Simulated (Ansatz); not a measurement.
# Co3Si: the cost of one run

Method: DFT r2SCAN, scalar-relativistic, plane waves, PAW, in Ansatz 0.2.0.

1 further run of the same task is left out (set aside as unsound or not needed).

## 1. Starting point

Symmetry: P6_3/mmc, No. 194, hexagonal system. The conventional cell has a = 4.909 Å, b = 4.909 Å, c = 4.058 Å, α = 90.00°, β = 90.00°, γ = 120.00°. Co (site symmetry mm2) has 8 Co at 2.42 to 2.49 Å and 4 Si at 2.45 to 2.46 Å in its first shell of neighbours. Si (site symmetry -6m2) is surrounded by 12 Co at 2.45 to 2.46 Å.

Structure file:

```
CELL_PARAMETERS angstrom
4.90899 0.00000 0.00000
-2.45450 4.25131 0.00000
0.00000 0.00000 4.05774
ATOMIC_POSITIONS crystal
Co 0.16889 0.33779 0.75000
Co 0.66221 0.83111 0.75000
Co 0.16889 0.83111 0.75000
Co 0.83111 0.66221 0.25000
Co 0.33779 0.16889 0.25000
Co 0.83111 0.16889 0.25000
Si 0.66667 0.33333 0.75000
Si 0.33333 0.66667 0.25000
```

It goes back to an entry of the Materials Project, which need not be the stable form.

This cell was relaxed beforehand with the same method: volume 10.59 Å³/atom, gap on the mesh none (metal), site moments up to 1.4 μB.

## 2. The reference: the undisturbed cell on the scan's mesh

File input.yaml:

```yaml
crystal:
  lattice:
    - [4.9089936298, 0.0, 0.0]
    - [-2.4544968149, 4.2513131905, 0.0]
    - [0.0, 0.0, 4.0577354985]
  atoms:
    - { symbol: Co, position: [0.1688925847, 0.3377851695, 0.75], spin: 1.57 }
    - { symbol: Co, position: [0.6622148305, 0.8311074153, 0.75], spin: 1.57 }
    - { symbol: Co, position: [0.1688925847, 0.8311074153, 0.75], spin: 1.57 }
    - { symbol: Co, position: [0.8311074153, 0.6622148305, 0.25], spin: 1.57 }
    - { symbol: Co, position: [0.3377851695, 0.1688925847, 0.25], spin: 1.57 }
    - { symbol: Co, position: [0.8311074153, 0.1688925847, 0.25], spin: 1.57 }
    - { symbol: Si, position: [0.6666666667, 0.3333333333, 0.75] }
    - { symbol: Si, position: [0.3333333333, 0.6666666667, 0.25] }
basis:
  ecutwfc: 500
kpoints:
  mp_grid: { grid: [12, 12, 10] }
hamiltonian:
  xc: r2scan
scf:
  occupations: { method: gaussian, width: 0.15 }
output:
  forces: true
  stress: true
  eigenvalues: true
  populations: true
magnetization:
  spin_polarized: true
```

The run is started by

```console
> ansatz run input.yaml --threads 2 --pin off --max-ram 5120MiB --backend cpu --events-out ev --progress --plain --runs-dir out
```

What time and memory should one allow on 2 threads of Intel Xeon 6975P-C (Granite Rapids), shared host?

About 2 min, with a peak of 1.7 GiB.
